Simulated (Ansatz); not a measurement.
# CuO: the cost of one run

Program: the Python package of Ansatz 0.2.0. The levels of theory stand in the script. These are calculated values, not measurements.

### Step 1. The structure

Bond lengths: Cu1–O2 1.835 Å.

The script holds or builds the structure itself.

### Step 2. The code

Input file run_x2c.py:

```python
"""CuO(+) with and without the spin-free two-component Hamiltonian."""

import ansatz
import numpy as np

XC = "hf"
NET_CHARGE = 1

GEOMETRY = """
Cu    0.00000    0.00000    0.00000
O     0.00000    0.00000    1.83500
"""

geometry = ansatz.Crystal.molecule()
for line in GEOMETRY.strip().splitlines():
    symbol, *xyz = line.split()
    geometry = geometry.atom(symbol, [float(v) for v in xyz])

setup = geometry.calculation().functional(XC).charge(NET_CHARGE).spin("collinear", total=2).forces()
# a set contracted for a scalar-relativistic Hamiltonian goes with the relativistic run
sets = {"none": "cc-pVTZ", "scalar": "cc-pVTZ-DK"}
found = {kind: setup.basis(gaussian=basis).pseudopotentials(relativity=kind).run().report for kind, basis in sets.items()}
for kind, each in found.items():
    dipole = 4.803205 * np.linalg.norm(each["charge_distribution"]["dipole_moment_e_ang"])
    print(f"{kind:7s} E = {each['free_energy_ev']:.4f} eV  dipole {dipole:.3f} D  largest force component {np.abs(each['forces_ev_ang']).max():.4f} eV/A")
print(f"relativity lowers the total energy by {found['none']['free_energy_ev'] - found['scalar']['free_energy_ev']:.3f} eV")
```

### Step 3. The calls as engine input

The package turns the script's settings into the engine's input (first run):

```yaml
crystal:
  periodic: [false, false, false]
  atoms:
    - { symbol: Cu, position_ang: [0.0, 0.0, 0.0] }
    - { symbol: O, position_ang: [0.0, 0.0, 1.835] }
basis:
  gaussian:
    orbitals: cc-pVTZ
hamiltonian:
  xc: hf
  pseudopotentials:
    relativity: none
magnetization:
  spin_polarized: true
  initial_magnetization: 2.0
total_charge: 1.0
output:
  forces: true
```

### Step 4. Launch

Command:

```sh
python run_x2c.py
```

What time and memory should one allow on 1 thread of Arm Neoverse V2, shared host?

About 17 s, with a peak of 0.26 GiB.
